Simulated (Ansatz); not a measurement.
Run this with Ansatz's Python interface and show what comes out.

The script, `formation_li3tl2cd.py`:
```python
'''Heat of formation of Li3Tl2Cd at zero temperature, after relaxing atoms and volume at fixed cell shape.'''

from collections import Counter
import logging
import sys
import warnings

import ansatz as az
from ase import Atoms
import numpy as np

logging.basicConfig(stream=sys.stdout, format='%(name)s: %(message)s')
logger = logging.getLogger('calc')
logger.setLevel(logging.INFO)


def ground_state(name, crystal):
    calc = (
        crystal.calculation()
        .functional(az.Functional.R2SCAN)
        .basis(450)
        .kpoints(spacing=0.39)
        .occupations('cold', width=0.05)
        .stress()
    )
    calc = calc.relax(force_tolerance=0.03, max_steps=40, fix_cell=['shape'])
    return calc.run(threads=1)


def counts(outcome):
    return Counter(site.symbol for site in outcome.lattice.sites)

def formation_energy(outcome, mu):
    n = counts(outcome)
    return (outcome.report['energy_sigma0_ev'] - sum(k * mu[element] for element, k in n.items())) / sum(n.values())


def volume_per_atom(outcome):
    return abs(np.linalg.det(outcome.lattice.cell_ang)) / len(outcome.lattice.sites)


def main() -> None:
    warnings.simplefilter('ignore')

    phases = {}
    li3tl2cd = (
        az.Lattice.of((3.37885, 0.0, 0.0), (0.0, 3.37885, 0.0), (0.0, 0.0, 10.22991))
        .atom('Li', (0.0, 0.0, 0.83907))
        .atom('Li', (0.0, 0.0, 0.16093))
        .atom('Li', (0.0, 0.0, 0.5))
        .atom('Tl', (0.5, 0.5, 0.32482))
        .atom('Tl', (0.5, 0.5, 0.67518))
        .atom('Cd', (0.5, 0.5, 0.0))
    )
    phases['Li3Tl2Cd'] = li3tl2cd
    atoms = Atoms(
        ['Li'],
        scaled_positions=[
            (0.0, 0.0, 0.0),
        ],
        cell=[
            (-1.75465, 1.75465, 1.75465),
            (1.75465, -1.75465, 1.75465),
            (1.75465, 1.75465, -1.75465),
        ],
        pbc=True,
    )
    li = az.Crystal.from_ase(atoms)
    phases['Li'] = li
    tl = (
        az.Lattice.of((3.456, 0.0, 0.0), (-1.728, 2.99298, 0.0), (0.0, 0.0, 5.525))
        .atom('Tl', (1 / 3, 2 / 3, 0.25))
        .atom('Tl', (2 / 3, 1 / 3, 0.75))
    )
    phases['Tl'] = tl
    cd = (
        az.Lattice.of((2.97887, 0.0, 0.0), (-1.48944, 2.57978, 0.0), (0.0, 0.0, 5.61765))
        .atom('Cd', (1 / 3, 2 / 3, 0.25))
        .atom('Cd', (2 / 3, 1 / 3, 0.75))
    )
    phases['Cd'] = cd

    done = {}
    for name, crystal in phases.items():
        done[name] = ground_state(name, crystal)
        logger.info(f'{name}: {done[name].report["energy_sigma0_ev"]:.4f} eV, {len(done[name].lattice.sites)} atoms')

    # energy of one atom in its reference phase
    references = {'Li': 'Li', 'Tl': 'Tl', 'Cd': 'Cd'}
    mu = {element: done[name].report['energy_sigma0_ev'] / len(done[name].lattice.sites) for element, name in references.items()}

    target = done['Li3Tl2Cd']
    heat = formation_energy(target, mu)
    rows = [(name, len(o.lattice.sites), volume_per_atom(o), formation_energy(o, mu)) for name, o in done.items()]
    logger.info('     phase       atoms  V (A^3/atom)  E_form (eV/atom)')
    for row in rows:
        logger.info(f'{str(row[0]):>10}  {row[1]:10d}  {row[2]:12.3f}  {row[3]:16.4f}')


if __name__ == '__main__':
    main()
```

Output of `python formation_li3tl2cd.py`:
```text
calc: Li3Tl2Cd: -31802.3877 eV, 6 atoms
calc: Li: -205.1338 eV, 1 atoms
calc: Tl: -22917.1154 eV, 2 atoms
calc: Cd: -16536.4032 eV, 2 atoms
calc:      phase       atoms  V (A^3/atom)  E_form (eV/atom)
calc:   Li3Tl2Cd           6        19.582           -0.2782
calc:         Li           1        21.023            0.0000
calc:         Tl           2        30.023            0.0000
calc:         Cd           2        21.693            0.0000
```

Notes:
- The settings weren't tested for convergence.
- The cutoff lies under the one recommended for these potentials.
- For the metals among these phases the mesh is modest: differences between phases can be off by up to 40 meV an atom.
- Atoms and volume are relaxed with the cell's shape held, which in cells of lower than cubic symmetry can hide stresses and shift volumes.
- Spin-orbit coupling, which matters for elements this heavy, is left out.
- The cells come from databases of deposited and of computed structures, and not all need be stable phases.
- The compound is the structure given, not necessarily its lowest; energies are at zero temperature, with no correction for gases. A semilocal functional's error on such energies is often 0.05 to 0.1 eV an atom, and 0.1 to 0.3 eV against gases such as O2 or F2.
- The script silences warnings, which a real study should read.
- The whole script took 48 s on 1 thread of Arm Neoverse V1, with other jobs on the host, peak memory 0.64 GiB.
